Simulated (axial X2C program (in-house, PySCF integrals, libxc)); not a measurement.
# H₂: from the state search to constants

Aim: find the lowest determinant of H₂, scan the bond at several levels and fit the constants, once spin-free and once with spin–orbit coupling.

The runs use an in-house X2C program for linear molecules on PySCF integrals; all-electron X2C, H dyall-v3z.

All values are calculated.

**1. Input**

Input file task.json:

```json
{"zs": [1, 1], "q": 0, "bas": ["dyall-v3z", "dyall-v3z"], "levels": ["PBE0", "HF", "B3LYP", "LDA"], "cc": false, "r0": 0.64, "npts": 10, "nst": 2, "ntry": 6, "opt": {"nrad": 30, "nth": 14}}
```

Keys: zs atomic numbers; q charge; bas basis sets; levels methods (HF also brings MP2); cc coupled cluster on or off; r0 starting distance in Å; npts points asked for on the curve; nst determinants followed; ntry starts of the search; nrad radial grid points; nth angular grid points.

Started as:

```bash
python so2c.py task.json out
```

Spin-free means the one-electron spin-free X2C Hamiltonian; two-component (2c) means X2C with spin–orbit coupling and atomic mean-field two-electron Coulomb and Gaunt terms. Basis: H dyall-v3z contracted to [6s2p1d]; Gaussian nuclei, density fitting. Masses: H 1.008 u.

Notation: σ, π±, δ± give the projection m of an orbital's angular momentum (0, ±1, ±2), α and β its spin, Λ and M_S the sums; ω is the projection of a spinor's total angular momentum and Ω the sum. Logs are in hartree.

The runs that follow: PBE0, spin-free; HF, spin-free; B3LYP, spin-free; LDA, spin-free; PBE0, 2c; HF, 2c; B3LYP, 2c; LDA, 2c.

Before running it: what results should come out? Wanted: for each run, Hamiltonian; Re; ωe; De.

As calculated:

| Hamiltonian | level | Re (Å) | ωe (cm⁻¹) | De (eV) |
| --- | --- | --- | --- | --- |
| spin-free | PBE0 | 0.745 | 4418 | 4.53 |
| spin-free | HF | 0.734 | 4585 | 3.63 |
| spin-free | MP2 | 0.737 | 4513 | 4.49 |
| spin-free | B3LYP | 0.742 | 4430 | 4.78 |
| spin-free | LDA | 0.765 | 4178 | 4.91 |
| 2c | PBE0 | 0.745 | 4418 | 4.53 |
| 2c | HF | 0.734 | 4585 | 3.63 |
| 2c | MP2 | 0.737 | 4513 | 4.49 |
| 2c | B3LYP | 0.742 | 4430 | 4.78 |
| 2c | LDA | 0.765 | 4178 | 4.91 |

**Reading.** One setting of the input is poor: integration grid too coarse (30 radial and 14 angular points an atom, against the usual 100 and 30). The numbers above are not properties of H₂; the cure is to run again with the usual setting.
